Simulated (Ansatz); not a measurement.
**CH4F2Si: one species, many methods**

An exercise on one series of results from a longer session: the logs are not shown, and one member is left open.

Program: Ansatz 0.2.0, Gaussian basis. Level of theory: functionals in def2-TZVPP, the program's frozen cores in correlated methods. These are calculated values, not measurements.

The runs, in order: LDA (SPW92), PBE-D4, revPBE-D4, BLYP-D4, r2SCAN-D4, B97M-V, PBE0-D4, B3LYP-D4, r2SCANh-D4, r2SCAN0-D4, HSE06-D4, BHLYP-D4, CAM-B3LYP-D4, LC-ωPBE, ωB97X-V, ωB97M-V, B2PLYP, PBE-QIDH; CCSD(T)/def2-SVP; CCSD(T)/def2-TZVPP; MP2/def2-QZVPP; extrapolation to the limit; RPA on PBE.

**The geometry**

An earlier PBE0-D4 in a triple-zeta def2 set relaxation fixed the geometry.

SMILES `FC[SiH2]F`, 8 atoms, charge 0, spin multiplicity 1.

Atoms are counted from 1 here; the program's logs count them from 0.

Bond lengths: F1–C2 1.389 Å, C2–Si3 1.882 Å, C2–H5 1.096 Å, C2–H6 1.097 Å, Si3–F4 1.598 Å, Si3–H7 1.485 Å, Si3–H8 1.481 Å. Angles: F1–C2–Si3 111.3°, F1–C2–H5 108.4°, F1–C2–H6 108.4°, Si3–C2–H5 111.2°, Si3–C2–H6 109.9°, H5–C2–H6 107.4°, C2–Si3–F4 109.8°, C2–Si3–H7 108.3°, C2–Si3–H8 110.8°, F4–Si3–H7 108.2°, F4–Si3–H8 108.1°, H7–Si3–H8 111.6°.

Geometry (Å):

```xyz
8

F    -0.72259    1.65153   -0.70092
C    -0.22756    0.87199    0.33625
Si    0.28625   -0.83224   -0.27344
F    -1.00886   -1.67458   -0.68344
H    -0.99813    0.80021    1.11221
H     0.63534    1.38764    0.77619
H     0.96698   -1.53907    0.84064
H     1.16067   -0.72258   -1.46329
```

The first run:

Input file in.yaml:

```yaml
crystal:
  periodic: [false, false, false]
  atoms:
    - {symbol: F, position_ang: [-0.722585, 1.651526, -0.700917]}
    - {symbol: C, position_ang: [-0.227564, 0.871987, 0.336253]}
    - {symbol: Si, position_ang: [0.286248, -0.832236, -0.273438]}
    - {symbol: F, position_ang: [-1.008860, -1.674584, -0.683441]}
    - {symbol: H, position_ang: [-0.998126, 0.800210, 1.112206]}
    - {symbol: H, position_ang: [0.635336, 1.387643, 0.776193]}
    - {symbol: H, position_ang: [0.966978, -1.539066, 0.840635]}
    - {symbol: H, position_ang: [1.160671, -0.722581, -1.463290]}
basis:
  gaussian: {orbitals: def2-TZVPP}
hamiltonian: {xc: lda}
output: {orbitals: {seedname: orbitals}}
```

Launch:

```console
ansatz run in.yaml --threads 2 --pin off --events-out ev --progress --plain --max-ram 4352MiB
```

Among the steps run: LDA; PBE-D4 (GGA); revPBE-D4 (GGA); BLYP-D4 (GGA); r2SCAN-D4 (meta-GGA); B97M-V (meta-GGA); B3LYP-D4 (hybrid); r2SCANh-D4 (hybrid); r2SCAN0-D4 (hybrid); HSE06-D4 (hybrid); BHLYP-D4 (hybrid); CAM-B3LYP-D4 (range-separated); LC-ωPBE (range-separated); ωB97X-V (range-separated); ωB97M-V (range-separated); B2PLYP (double hybrid); PBE-QIDH (double hybrid).

One table of the session follows, with a row left open; its other results are not shown here.

It belongs to the step «Orbital energies across the functionals». 

| functional | HOMO (eV) | gap (eV) |
| --- | --- | --- |
| LDA (SPW92) | -7.42 | 6.34 |
| PBE-D4 | -7.29 | 6.48 |
| revPBE-D4 | -7.24 | 6.55 |
| BLYP-D4 | -7.23 | 6.53 |
| r2SCAN-D4 | -7.64 | 7.28 |
| B97M-V | -7.80 | 7.21 |
| PBE0-D4 | -8.86 | 8.95 |
| B3LYP-D4 | -8.65 | 8.49 |
| r2SCANh-D4 | -8.23 | 8.17 |
| r2SCAN0-D4 | -9.09 | 9.47 |
| HSE06-D4 | -8.45 | 8.17 |
| BHLYP-D4 | -10.36 | 11.30 |
| CAM-B3LYP-D4 | -10.32 | 11.38 |
| LC-ωPBE | -11.62 | 13.92 |
| ωB97X-V | ? | ? |
| ωB97M-V | -11.17 | 12.99 |

**Question.** Estimate the row for ωB97X-V.

The run gave: HOMO (eV): -11.30; gap (eV): 13.45. In the column «HOMO (eV)» it lies between LC-ωPBE (-11.62) and ωB97M-V (-11.17).
